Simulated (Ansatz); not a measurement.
# Na4Li7S2Cl7: the cost of one run

Method: DFT PBE+D3(BJ), scalar-relativistic, plane waves, PAW, in Ansatz 0.2.0.

## 1. The starting structure

The cell holds 20 atoms (Cl7Li7Na4S2): a = 7.474 Å, b = 7.370 Å, c = 7.557 Å, α = 90.99°, β = 91.66°, γ = 89.35°.

It is the last frame of an earlier stage of the same melt, run at 1300 K.

Structure file:

```xyz
20
Lattice="7.4729 0.0416 -0.1085 0.0416 7.3695 -0.0643 -0.1085 -0.0643 7.5562" Properties=species:S:1:pos:R:3 pbc="T T T"
Na    5.2186    3.5109    3.9109
Na    6.7510    7.0198    4.5256
Na    3.4086    5.6406    7.0217
Na    6.3868    0.8001    0.4838
S     4.1018    4.1087    1.3196
S     0.5810    2.6394    1.0150
Li    7.2384    1.6822    2.5931
Li    2.8601    6.4774    1.8872
Li    2.0638    3.2192    2.7116
Li    6.1345    3.8101    0.8190
Li    3.1982    2.2018    0.4704
Li    1.1652    3.5430    6.0397
Li    2.1707    1.1120    4.5863
Cl    5.8045    4.8493    5.9265
Cl    4.1784    1.0199    6.1956
Cl   -0.0361    1.9529    4.8729
Cl    5.1094    0.7224    2.7962
Cl    1.2856    6.7718    0.6284
Cl    3.0246    3.7146    4.8616
Cl    1.9176    6.5843    3.6949
```

## 2. Dynamics at 720 K

One k point, a Fermi-Dirac width of 0.062 eV and a fixed cell.

input.yaml reads:

```yaml
crystal:
  lattice:
    - [7.472868, 0.04157, -0.108487]
    - [0.04157, 7.36948, -0.064342]
    - [-0.108487, -0.064342, 7.556228]
  atoms:
    - { symbol: Na, position: [0.7034100321, 0.4770857011, 0.5317336558] }
    - { symbol: Na, position: [0.907100376, 0.9528494559, 0.6200626053] }
    - { symbol: Na, position: [0.4655188999, 0.7710065669, 0.9425083382] }
    - { symbol: Na, position: [0.85520666, 0.1044192115, 0.0771992745] }
    - { symbol: S, position: [0.5485224013, 0.5560699117, 0.1872524056] }
    - { symbol: S, position: [0.0777648053, 0.3589279773, 0.1385013537] }
    - { symbol: Li, position: [0.9725859703, 0.2259193077, 0.3590561939] }
    - { symbol: Li, position: [0.3816518639, 0.8790942996, 0.2627198053] }
    - { symbol: Li, position: [0.2790562033, 0.438453865, 0.366594569] }
    - { symbol: Li, position: [0.8198504023, 0.5134759718, 0.1245250007] }
    - { symbol: Li, position: [0.4273488975, 0.2969783254, 0.0709148741] }
    - { symbol: Li, position: [0.1649191312, 0.4868672327, 0.8058194426] }
    - { symbol: Li, position: [0.2985055738, 0.1545537341, 0.6125568922] }
    - { symbol: Cl, position: [0.7846973218, 0.6605927502, 0.8012133357] }
    - { symbol: Cl, position: [0.5703847371, 0.142413986, 0.8293347898] }
    - { symbol: Cl, position: [0.0030646826, 0.270637964, 0.6472307345] }
    - { symbol: Cl, position: [0.6887174946, 0.0974670606, 0.3807691263] }
    - { symbol: Cl, position: [0.1682854063, 0.9187638702, 0.0934035807] }
    - { symbol: Cl, position: [0.4114089871, 0.5074365101, 0.6536137604] }
    - { symbol: Cl, position: [0.2588853824, 0.8963579675, 0.5003338742] }
  symmetry: { detect: false }
basis:
  ecutwfc: 420
  xc_grid: 1
kpoints:
  mp_grid: { grid: [1, 1, 1], shift: [0.25, 0.25, 0.25] }
hamiltonian:
  xc: pbe
  dispersion: d3bj
scf:
  occupations: { method: fermi_dirac, width: 0.062 }
  lower_state_search: "off"
  convergence: { dr2_threshold: 1.0e-05 }
output:
  forces: true
  stress: true
md:
  timestep: 1.5
  n_steps: 250
  ensemble: nvt_langevin
  friction: 0.03
  temperature: 720.0
  initial_velocities: maxwell_boltzmann
  seed: 59820
```

Launch:

```console
$ ansatz run input.yaml --threads 2 --pin off --max-ram 5120MiB --backend cpu --events-out ev --progress --plain --runs-dir out
```

What time and memory should one allow on 2 threads of Arm Neoverse V2, shared host?

About 4.5 min, with a peak of 0.51 GiB.
